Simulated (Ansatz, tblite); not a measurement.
**Ge(OH)H3 (GeH4O): removing and adding an electron**

What does removing or adding an electron cost or gain for Ge(OH)H3 (GeH4O)? Each charged state is run at several levels.

Computed with Ansatz 0.2.0, Gaussian basis. Level: as each input shows.

Levels to be run: charge +1 doublet, at the geometry of the singlet (PBE0-D4/def2-TZVP, PBE-D4/def2-TZVP, r2SCAN-D4/def2-TZVP, CCSD(T)/def2-TZVPP); charge -1 doublet, at the geometry of the singlet (PBE0-D4/def2-TZVPD, PBE-D4/def2-TZVPD, r2SCAN-D4/def2-TZVPD, CCSD(T)/def2-TZVPD); the starting singlet's energies come from earlier runs.

### Step 1. The relaxed structure

The singlet was relaxed beforehand with PBE-D4/def2-TZVP.

6 atoms, charge 0, spin multiplicity 1.

Atoms are counted from 1 here; the program's logs count them from 0.

Bond lengths: Ge1–O2 1.807 Å, Ge1–H4 1.552 Å, Ge1–H5 1.552 Å, Ge1–H6 1.541 Å, O2–H3 0.971 Å. Angles: O2–Ge1–H4 110.1°, O2–Ge1–H5 110.1°, O2–Ge1–H6 103.7°, H4–Ge1–H5 109.7°, H4–Ge1–H6 111.6°, H5–Ge1–H6 111.6°, Ge1–O2–H3 110.9°.

### Step 2. Charge +1 doublet at the fixed geometry, PBE0-D4/def2-TZVP

File in.yaml:

```yaml
crystal:
  periodic: [false, false, false]
  atoms:
    - {symbol: Ge, position_ang: [-0.065570, -0.122936, -0.421976]}
    - {symbol: O, position_ang: [-0.080673, -0.121771, 1.384950]}
    - {symbol: H, position_ang: [0.361782, 0.668906, 1.734888]}
    - {symbol: H, position_ang: [1.396632, -0.122509, -0.943057]}
    - {symbol: H, position_ang: [-0.813791, 1.125222, -0.962182]}
    - {symbol: H, position_ang: [-0.798391, -1.426902, -0.792623]}
basis:
  gaussian: {orbitals: def2-TZVP}
total_charge: 1
magnetization: {spin_polarized: true, initial_magnetization: 1}
hamiltonian: {xc: pbe0, dispersion: d4}
output: {orbitals: {seedname: orbitals}}
```

On the command line:

```sh
> ansatz run in.yaml --threads 4 --pin off --events-out ev --progress --plain --max-ram 3916MiB
```

Log:

```text
Functional definition: PBE0
  name "PBE0"
  cite "Adamo & Barone, J. Chem. Phys. 110, 6158 (1999) doi:10.1063/1.478522"
  cite "Perdew, Burke & Ernzerhof, Phys. Rev. Lett. 77, 3865 (1996) doi:10.1103/PhysRevLett.77.3865"
  parent pbe
  parameter a = 0.25
  parameter kappa = 0.804
  parameter beta = 0.06672455060314922
  exchange = (1 - a)*pbe_x(kappa = kappa, mu = beta*pi^2/3) + a*exact_x
  correlation = pbe_c(beta = beta)
728 factors; their error is unknown
mean field evaluation 1: about -58594.1633 eV, gradient 6.8e1 eV
mean field evaluation 2: about -58467.6444 eV, gradient 1.4e2 eV
mean field evaluation 4: about -58609.5883 eV, gradient 1.8e1 eV
mean field evaluation 8: about -58611.0617 eV, gradient 9.3e-2 eV
mean field evaluation 16: about -58611.3366 eV, gradient 5.1e-4 eV
mean field -58611.33661253 eV, -2153.9268923196 hartree, gradient 1.6e-5 eV, S^2 0.761793; 2 other end points of the search recorded, 0 dependent functions left out
reference -58611.33663586 eV, -2153.9268931771 hartree; 22, 21 occupied and 81, 82 virtual orbitals, 728 factors
Total energy: -58611.37669947 eV, -2153.9283654874 hartree
```

Wall time 1.3 s (4 threads of Arm Neoverse V2, shared host).

HOMO -15.85 eV, LUMO -13.26 eV (over both spins); ⟨S²⟩ 0.762 (pure: 0.75).

### Step 3. Charge +1 doublet at the fixed geometry, PBE-D4/def2-TZVP

start.molden holds the orbitals of an earlier run on this state, given as this run's starting guess.

Edit in.yaml of step 2 so:

```diff
@@ -10,6 +10,7 @@
 basis:
-  gaussian: {orbitals: def2-TZVP}
+  gaussian: {orbitals: def2-TZVP, initial_orbitals: start.molden}
 total_charge: 1
 magnetization: {spin_polarized: true, initial_magnetization: 1}
-hamiltonian: {xc: pbe0, dispersion: d4}
+hamiltonian: {xc: pbe, dispersion: d4}
+scf: {omitted_lower_state_checks: [starts]}
 output: {orbitals: {seedname: orbitals}}
```

Same command.

Log:

```text
Functional definition: PBE
  name "PBE"
  cite "Perdew, Burke & Ernzerhof, Phys. Rev. Lett. 77, 3865 (1996) doi:10.1103/PhysRevLett.77.3865"
  parent pbe
  parameter kappa = 0.804
  parameter beta = 0.06672455060314922
  exchange = pbe_x(kappa = kappa, mu = beta*pi^2/3)
  correlation = pbe_c(beta = beta)
these checks for a lower state are left out or cut short: starts
685 factors; their error is unknown
mean field evaluation 1: about -58609.9630 eV, gradient 6.8e0 eV
mean field evaluation 2: about -58610.0850 eV, gradient 2.3e-1 eV
mean field evaluation 4: about -58610.0740 eV, gradient 3.8e-3 eV
mean field evaluation 8: about -58610.0740 eV, gradient 5.6e-5 eV
mean field -58610.07395023 eV, -2153.8804903361 hartree, gradient 1.2e-5 eV, S^2 0.755367; 0 other end points of the search recorded, 0 dependent functions left out
reference -58610.07398155 eV, -2153.8804914870 hartree; 22, 21 occupied and 81, 82 virtual orbitals, 685 factors
Total energy: -58610.12249593 eV, -2153.8822743574 hartree
Checks for a lower state left out: starts
```

Run time: 0.9 s. Hardware: 4 threads of Arm Neoverse V2, shared host.

HOMO -14.65 eV, LUMO -14.19 eV (over both spins); ⟨S²⟩ 0.755 (pure: 0.75).

### Step 4. Charge +1 doublet at the fixed geometry, r2SCAN-D4/def2-TZVP

Edit in.yaml of step 3 so:

```diff
@@ -13,3 +13,3 @@
 magnetization: {spin_polarized: true, initial_magnetization: 1}
-hamiltonian: {xc: pbe, dispersion: d4}
+hamiltonian: {xc: r2scan, dispersion: d4}
 scf: {omitted_lower_state_checks: [starts]}
```

The command is unchanged.

Log:

```text
Functional definition: r2SCAN
  name "r2SCAN"
  cite "Furness, Kaplan, Ning, Perdew & Sun, J. Phys. Chem. Lett. 11, 8208 (2020) doi:10.1021/acs.jpclett.0c02405"
  cite "Furness, Kaplan, Ning, Perdew & Sun, J. Phys. Chem. Lett. 11, 9248 (2020) doi:10.1021/acs.jpclett.0c03077"
  parent r2scan
  parameter k0 = 0.174
  parameter k1 = 0.065
  parameter a1 = 4.9479
  exchange = r2scan_x(k0 = k0, k1 = k1, a1 = a1)
  correlation = r2scan_c
these checks for a lower state are left out or cut short: starts
685 factors; their error is unknown
mean field evaluation 1: about -58619.5818 eV, gradient 4.4e0 eV
mean field evaluation 2: about -58619.6136 eV, gradient 6.4e-2 eV
mean field evaluation 4: about -58619.6032 eV, gradient 1.3e-3 eV
mean field -58619.60322619 eV, -2154.2306847683 hartree, gradient 2.2e-5 eV, S^2 0.761842; 0 other end points of the search recorded, 0 dependent functions left out
reference -58619.60323657 eV, -2154.2306851498 hartree; 22, 21 occupied and 81, 82 virtual orbitals, 685 factors
Total energy: -58619.61396800 eV, -2154.2310795224 hartree
Checks for a lower state left out: starts
```

It took 1.9 s on 4 threads of Arm Neoverse V2, shared host.

From the report: HOMO -14.93 eV, LUMO -14.06 eV (over both spins); ⟨S²⟩ 0.762 (pure: 0.75).

### Step 5. Charge +1 doublet at the fixed geometry, CCSD(T)/def2-TZVPP

Edit in.yaml of step 4 so:

```diff
@@ -10,7 +10,7 @@
 basis:
-  gaussian: {orbitals: def2-TZVP, initial_orbitals: start.molden}
+  gaussian: {orbitals: def2-TZVPP, initial_orbitals: start.molden}
 total_charge: 1
 magnetization: {spin_polarized: true, initial_magnetization: 1}
-hamiltonian: {xc: r2scan, dispersion: d4}
-scf: {omitted_lower_state_checks: [starts]}
+correlation: {method: ccsd_t}
+scf: {omitted_lower_state_checks: [starts, cluster_reference]}
 output: {orbitals: {seedname: orbitals}}
```

Launched as before.

Log (excerpt; [...] marks lines left out):

```text
Functional definition: HF
  name "HF"
  cite "Fock, Z. Phys. 61, 126 (1930) doi:10.1007/BF01340294"
  parent pbe
[...]
824 factors; integrals over basis functions are off by at most 9.7e-4 eV
[...]
mean field -58565.51314415 eV, -2152.2429109170 hartree, gradient 3.0e-6 eV, S^2 0.760908; 0 other end points of the search recorded, 0 dependent functions left out
10 core orbitals not correlated: weight in the atoms' cores, before any rotation towards them, 1.000 or more for the frozen orbitals, at most 0.000 for the correlated occupied ones
reference -58565.51314415 eV, -2152.2429109170 hartree; 12, 11 occupied and 113, 114 virtual orbitals, 824 factors
second order -12.16996388 eV of doubles, -0.00000000 eV of singles
cycle   1  -12.46142129 eV  change   -2.9e-1 eV  update   9.4e-2
[...]
cycle  12  -13.09196105 eV  change   -1.0e-5 eV  update   1.5e-5
perturbative correction -0.43074624 eV, -0.0158296324 hartree
Total energy: -58579.03585144 eV, -2152.7398612439 hartree
Checks for a lower state left out: starts, cluster_reference
```

Wall time 27 s (4 threads of Arm Neoverse V2, shared host); peak memory 1.6 GiB.

Report: Hartree-Fock HOMO -18.74 eV, LUMO -7.31 eV (over both spins); ⟨S²⟩ 0.761 (pure: 0.75); T1 0.044.

### Step 6. Vertical ionisation energy

Charged state less starting state, singlet to doublet; the starting state's energies are those of its earlier runs.

Differences are taken before rounding.

```
             method  vertical ionisation energy (eV)  from CCSD(T)/def2-TZVPP (eV)   time
      HF/def2-TZVPP                             9.83                         -1.32       
   PBE-D4/def2-TZVP                            10.56                         -0.59  1.4 s
r2SCAN-D4/def2-TZVP                            10.69                         -0.46  2.9 s
  PBE0-D4/def2-TZVP                            10.85                         -0.30  2.1 s
     MP2/def2-TZVPP                            11.63                         +0.47       
    CCSD/def2-TZVPP                            11.11                         -0.04       
 CCSD(T)/def2-TZVPP                            11.15                             0   34 s
```

Times add the two runs; a level without a time comes out of a correlated run.

Beside −ε(HOMO) of the starting state:

```
              level  −ε(HOMO) (eV)  by difference (eV)  mismatch (eV)
   PBE-D4/def2-TZVP           6.79               10.56          -3.77
r2SCAN-D4/def2-TZVP           7.17               10.69          -3.52
  PBE0-D4/def2-TZVP           8.41               10.85          -2.44
```

### Step 7. Charge -1 doublet at the fixed geometry, PBE0-D4/def2-TZVPD

Edit in.yaml of step 5 so:

```diff
@@ -10,7 +10,6 @@
 basis:
-  gaussian: {orbitals: def2-TZVPP, initial_orbitals: start.molden}
-total_charge: 1
+  gaussian: {orbitals: def2-TZVPD}
+total_charge: -1
 magnetization: {spin_polarized: true, initial_magnetization: 1}
-correlation: {method: ccsd_t}
-scf: {omitted_lower_state_checks: [starts, cluster_reference]}
+hamiltonian: {xc: pbe0, dispersion: d4}
 output: {orbitals: {seedname: orbitals}}
```

Launched as before.

Log:

```text
Functional definition: PBE0
  name "PBE0"
  cite "Adamo & Barone, J. Chem. Phys. 110, 6158 (1999) doi:10.1063/1.478522"
  cite "Perdew, Burke & Ernzerhof, Phys. Rev. Lett. 77, 3865 (1996) doi:10.1103/PhysRevLett.77.3865"
  parent pbe
  parameter a = 0.25
  parameter kappa = 0.804
  parameter beta = 0.06672455060314922
  exchange = (1 - a)*pbe_x(kappa = kappa, mu = beta*pi^2/3) + a*exact_x
  correlation = pbe_c(beta = beta)
814 factors; their error is unknown
mean field evaluation 1: about -58620.1160 eV, gradient 1.8e1 eV
mean field evaluation 2: about -58620.1948 eV, gradient 2.1e1 eV
mean field evaluation 4: about -58620.9890 eV, gradient 9.3e-1 eV
mean field evaluation 8: about -58620.9970 eV, gradient 5.4e-2 eV
mean field evaluation 16: about -58621.2320 eV, gradient 3.6e-3 eV
mean field evaluation 32: about -58620.5660 eV, gradient 4.4e0 eV
mean field -58621.23201563 eV, -2154.2905416764 hartree, gradient 2.4e-6 eV, S^2 0.751049; 7 other end points of the search recorded, 0 dependent functions left out
reference -58621.23205159 eV, -2154.2905429977 hartree; 23, 22 occupied and 107, 108 virtual orbitals, 814 factors
Total energy: -58621.31252556 eV, -2154.2935003616 hartree
```

Run time: 3.2 s. Hardware: 4 threads of Arm Neoverse V2, shared host.

HOMO 2.38 eV, LUMO 3.81 eV (over both spins); ⟨S²⟩ 0.751 (pure: 0.75). Doubts: highest occupied level lies above zero.

### Step 8. Charge -1 doublet at the fixed geometry, PBE-D4/def2-TZVPD

Edit in.yaml of step 7 so:

```diff
@@ -10,6 +10,7 @@
 basis:
-  gaussian: {orbitals: def2-TZVPD}
+  gaussian: {orbitals: def2-TZVPD, initial_orbitals: start.molden}
 total_charge: -1
 magnetization: {spin_polarized: true, initial_magnetization: 1}
-hamiltonian: {xc: pbe0, dispersion: d4}
+hamiltonian: {xc: pbe, dispersion: d4}
+scf: {omitted_lower_state_checks: [starts]}
 output: {orbitals: {seedname: orbitals}}
```

Launched as before.

Log:

```text
Functional definition: PBE
  name "PBE"
  cite "Perdew, Burke & Ernzerhof, Phys. Rev. Lett. 77, 3865 (1996) doi:10.1103/PhysRevLett.77.3865"
  parent pbe
  parameter kappa = 0.804
  parameter beta = 0.06672455060314922
  exchange = pbe_x(kappa = kappa, mu = beta*pi^2/3)
  correlation = pbe_c(beta = beta)
these checks for a lower state are left out or cut short: starts
761 factors; their error is unknown
mean field evaluation 1: about -58619.7348 eV, gradient 6.8e0 eV
mean field evaluation 2: about -58619.8250 eV, gradient 1.1e-1 eV
mean field evaluation 4: about -58619.8171 eV, gradient 2.0e-2 eV
mean field evaluation 8: about -58619.8171 eV, gradient 1.7e-5 eV
mean field -58619.81706560 eV, -2154.2385432218 hartree, gradient 4.9e-6 eV, S^2 0.750679; 0 other end points of the search recorded, 0 dependent functions left out
reference -58619.81711376 eV, -2154.2385449915 hartree; 23, 22 occupied and 107, 108 virtual orbitals, 761 factors
Total energy: -58619.91434534 eV, -2154.2421181861 hartree
Checks for a lower state left out: starts
```

It took 1.8 s on 4 threads of Arm Neoverse V2, shared host.

From the report: HOMO 2.80 eV, LUMO 3.23 eV (over both spins); ⟨S²⟩ 0.751 (pure: 0.75). Doubts: highest occupied level lies above zero.

### Step 9. Charge -1 doublet at the fixed geometry, r2SCAN-D4/def2-TZVPD

Edit in.yaml of step 8 so:

```diff
@@ -13,3 +13,3 @@
 magnetization: {spin_polarized: true, initial_magnetization: 1}
-hamiltonian: {xc: pbe, dispersion: d4}
+hamiltonian: {xc: r2scan, dispersion: d4}
 scf: {omitted_lower_state_checks: [starts]}
```

Launched as before.

Log:

```text
Functional definition: r2SCAN
  name "r2SCAN"
  cite "Furness, Kaplan, Ning, Perdew & Sun, J. Phys. Chem. Lett. 11, 8208 (2020) doi:10.1021/acs.jpclett.0c02405"
  cite "Furness, Kaplan, Ning, Perdew & Sun, J. Phys. Chem. Lett. 11, 9248 (2020) doi:10.1021/acs.jpclett.0c03077"
  parent r2scan
  parameter k0 = 0.174
  parameter k1 = 0.065
  parameter a1 = 4.9479
  exchange = r2scan_x(k0 = k0, k1 = k1, a1 = a1)
  correlation = r2scan_c
these checks for a lower state are left out or cut short: starts
761 factors; their error is unknown
mean field evaluation 1: about -58629.3465 eV, gradient 4.3e0 eV
mean field evaluation 2: about -58629.3808 eV, gradient 6.9e-2 eV
mean field evaluation 4: about -58629.3764 eV, gradient 6.3e-2 eV
mean field evaluation 8: about -58629.3764 eV, gradient 1.9e-5 eV
mean field -58629.37639092 eV, -2154.5898419475 hartree, gradient 1.6e-5 eV, S^2 0.752304; 0 other end points of the search recorded, 0 dependent functions left out
reference -58629.37641128 eV, -2154.5898426957 hartree; 23, 22 occupied and 107, 108 virtual orbitals, 761 factors
Total energy: -58629.39892445 eV, -2154.5906700397 hartree
Checks for a lower state left out: starts
```

It took 3.6 s on 4 threads of Arm Neoverse V2, shared host.

From the report: HOMO 2.77 eV, LUMO 3.60 eV (over both spins); ⟨S²⟩ 0.752 (pure: 0.75). Doubts: highest occupied level lies above zero.

### Step 10. Charge -1 doublet at the fixed geometry, CCSD(T)/def2-TZVPD

Edit in.yaml of step 9 so:

```diff
@@ -13,4 +13,4 @@
 magnetization: {spin_polarized: true, initial_magnetization: 1}
-hamiltonian: {xc: r2scan, dispersion: d4}
-scf: {omitted_lower_state_checks: [starts]}
+correlation: {method: ccsd_t}
+scf: {omitted_lower_state_checks: [starts, cluster_reference]}
 output: {orbitals: {seedname: orbitals}}
```

The command is unchanged.

Log (excerpt; [...] marks lines left out):

```text
Functional definition: HF
  name "HF"
  cite "Fock, Z. Phys. 61, 126 (1930) doi:10.1007/BF01340294"
  parent pbe
[...]
899 factors; integrals over basis functions are off by at most 1.0e-3 eV
[...]
mean field -58573.65213305 eV, -2152.5420132423 hartree, gradient 2.4e-6 eV, S^2 0.751684; 0 other end points of the search recorded, 0 dependent functions left out
10 core orbitals not correlated: weight in the atoms' cores, before any rotation towards them, 1.000 or more for the frozen orbitals, at most 0.000 for the correlated occupied ones
reference -58573.65213305 eV, -2152.5420132423 hartree; 13, 12 occupied and 107, 108 virtual orbitals, 899 factors
second order -14.19384034 eV of doubles, -0.00000000 eV of singles
cycle   1  -14.06092341 eV  change    1.3e-1 eV  update   1.1e-1
[...]
cycle  16  -14.65885850 eV  change    2.2e-5 eV  update   2.2e-5
perturbative correction -0.54298266 eV, -0.0199542446 hartree
Total energy: -58588.85397421 eV, -2153.1006706006 hartree
Checks for a lower state left out: starts, cluster_reference
```

Run time: 33 s. Hardware: 4 threads of Arm Neoverse V2, shared host; peak memory 1.6 GiB.

Hartree-Fock HOMO 1.54 eV, LUMO 5.45 eV (over both spins); ⟨S²⟩ 0.752 (pure: 0.75); T1 0.035. Doubts: highest occupied level lies above zero.

### Step 11. Vertical electron affinity

Starting state less charged state (positive: the electron is bound), singlet to doublet; the starting state's energies are those of its earlier runs.

Differences are taken before rounding.

```
              method  vertical electron affinity (eV)  from CCSD(T)/def2-TZVPD (eV)   time
       HF/def2-TZVPD                            -1.68                         -0.53       
   PBE-D4/def2-TZVPD                            -0.84                         +0.32  2.5 s
r2SCAN-D4/def2-TZVPD                            -0.97                         +0.19    5 s
  PBE0-D4/def2-TZVPD                            -0.97                         +0.18    4 s
      MP2/def2-TZVPD                            -1.26                         -0.10       
     CCSD/def2-TZVPD                            -1.23                         -0.07       
  CCSD(T)/def2-TZVPD                            -1.16                             0   39 s
```

Times add the two runs; a level without a time comes out of a correlated run.

Beside −ε(LUMO) of the starting state:

```
               level  −ε(LUMO) (eV)  by difference (eV)  mismatch (eV)
   PBE-D4/def2-TZVPD           1.16               -0.84          +2.00
r2SCAN-D4/def2-TZVPD           0.65               -0.97          +1.61
  PBE0-D4/def2-TZVPD           0.36               -0.97          +1.34
```

### Step 12. Results

```
                                             quantity                                 value
 vertical ionisation energy, functionals in def2-TZVP  10.56 (PBE-D4) to 10.85 eV (PBE0-D4)
       vertical ionisation energy, CCSD(T)/def2-TZVPP                              11.15 eV
vertical electron affinity, functionals in def2-TZVPD  -0.97 (PBE0-D4) to -0.84 eV (PBE-D4)
       vertical electron affinity, CCSD(T)/def2-TZVPD                              -1.16 eV
```

The vertical ionisation energy spans 10.56 to 10.85 eV over the functionals, beside 11.15 eV from CCSD(T)/def2-TZVPP. −ε(HOMO) misses the level's own difference by -2.44 eV at best (PBE0-D4) and -3.77 eV at worst (PBE-D4). CCSD(T)/def2-TZVPP isn't at the basis-set limit; small misses against it rank nothing. The vertical electron affinity spans -0.97 to -0.84 eV over the functionals, beside -1.16 eV from CCSD(T)/def2-TZVPD. A negative affinity means an unbound electron, held by the basis alone. −ε(LUMO) misses the level's own difference by +1.34 eV at best (PBE0-D4) and +2.00 eV at worst (PBE-D4).
